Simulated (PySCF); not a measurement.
# C4H7B: the cost of one run

Computed with PySCF 2.14.0, with density-fitted response routines of our own, on a single molecule in the gas phase. Atoms count from 0, in the outputs and in this text.

### 1 The starting structure

12 atoms, charge 0, multiplicity 1; geometry from: PBE0-D3(BJ)/def2-SVP.

Bonds of the start (Å): B0–C1 1.53, C1–C2 1.36, C2–C3 1.45, C3–C4 1.34, B0–H5 1.21, B0–H6 1.21, C1–H7 1.10, C2–H8 1.10, C3–H9 1.10, C4–H10 1.09, C4–H11 1.09.

### 2 Nuclear shieldings: HF/pcSseg-2

What the job is given:

```
{"job": {"kind": "nmr", "xc": "HF", "basis": "pcSseg-2", "pop": false}, "charge": 0, "multiplicity": 1}
B      2.425796     0.123979    -0.453003
C      0.950421     0.011141    -0.853563
C     -0.030108    -0.066279     0.084101
C     -1.448896    -0.159707    -0.192433
C     -2.384415    -0.222277     0.768291
H      3.308745     0.213948    -1.275610
H      2.716187     0.121179     0.724037
H      0.636883    -0.002416    -1.905860
H      0.257557    -0.057618     1.143881
H     -1.748696    -0.177799    -1.246660
H     -3.448712    -0.291637     0.531032
H     -2.108354    -0.206357     1.827380
```

With the program's defaults for keys left out, this is: GIAO HF/pcSseg-2 NMR shielding, non-relativistic, gas phase.

Run with:

```sh
$ OMP_NUM_THREADS=1 python probes_run.py task.json out
```

This one command runs all jobs of the session in turn.

Q: Estimate the wall time and peak memory of this first job on 1 thread of Arm Neoverse V1, shared host.

About 14 s, with a peak of 0.99 GiB.
